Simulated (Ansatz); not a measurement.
# Cl3GeH3Si: small, medium and large basis sets

One table from this session's results is given with a row withheld; the runs are named, their logs left out.

Program: Ansatz 0.2.0, Gaussian basis. Level of theory: one geometry, several basis sets. These are calculated values, not measurements.

Plan: PBE0-D4/def2-SVP; ωB97M-V/def2-SVP; PBE0-D4/def2-QZVPP; ωB97M-V/def2-QZVPP; the functionals' def2-TZVPP values are taken from earlier runs.

## Structure used throughout

The geometry comes from an earlier relaxation with PBE0-D4 in a triple-zeta def2 set; it is a stationary point, not always the lowest conformer.

SMILES `Cl[Si](Cl)(Cl)[GeH3]`, 8 atoms, charge 0, spin multiplicity 1.

Atoms are counted from 1 here; the program's logs count them from 0.

Bond lengths: Cl1–Si2 2.043 Å, Si2–Cl3 2.043 Å, Si2–Cl4 2.043 Å, Si2–Ge5 2.371 Å, Ge5–H6 1.534 Å, Ge5–H7 1.534 Å, Ge5–H8 1.534 Å. Angles: Cl1–Si2–Cl3 108.2°, Cl1–Si2–Cl4 108.2°, Cl1–Si2–Ge5 110.8°, Cl3–Si2–Cl4 108.2°, Cl3–Si2–Ge5 110.7°, Cl4–Si2–Ge5 110.8°, Si2–Ge5–H6 108.8°, Si2–Ge5–H7 108.7°, Si2–Ge5–H8 108.8°, H6–Ge5–H7 110.2°, H6–Ge5–H8 110.2°, H7–Ge5–H8 110.2°.

The first run:

File in.yaml:

```yaml
crystal:
  periodic: [false, false, false]
  atoms:
    - {symbol: Cl, position_ang: [-1.199353, -2.142695, 0.966586]}
    - {symbol: Si, position_ang: [0.265250, -1.076220, 0.022528]}
    - {symbol: Cl, position_ang: [2.018977, -1.375811, 1.026765]}
    - {symbol: Cl, position_ang: [0.478315, -1.822044, -1.867469]}
    - {symbol: Ge, position_ang: [-0.282471, 1.230172, -0.041093]}
    - {symbol: H, position_ang: [-0.430263, 1.741718, 1.397268]}
    - {symbol: H, position_ang: [0.844293, 1.984634, -0.757760]}
    - {symbol: H, position_ang: [-1.602648, 1.403048, -0.802427]}
basis:
  gaussian: {orbitals: def2-SVP}
hamiltonian: {xc: pbe0, dispersion: d4}
output: {orbitals: {seedname: orbitals}}
```

The run is started by

```console
$ ansatz run in.yaml --threads 4 --pin off --events-out ev --progress --plain --max-ram 10444MiB
```

Among the steps run: PBE0-D4 in def2-SVP; ωB97M-V in def2-SVP; PBE0-D4 in def2-QZVPP; ωB97M-V in def2-QZVPP.

One of the session's tables, all rows but one given; the rest of the session is left out.

It belongs to the step «Functionals by basis». 

```
functional       basis  HOMO (eV)  LUMO (eV)
   PBE0-D4    def2-SVP          ?          ?
   PBE0-D4  def2-TZVPP      -8.49      -0.35
   PBE0-D4  def2-QZVPP      -8.51      -0.53
   ωB97M-V    def2-SVP     -10.39       1.89
   ωB97M-V  def2-TZVPP     -10.49       1.55
   ωB97M-V  def2-QZVPP     -10.52       1.15
```

Estimate the missing values for PBE0-D4, def2-SVP.

As computed: HOMO (eV): -8.43; LUMO (eV): -0.07. In the column «HOMO (eV)» it is the highest.
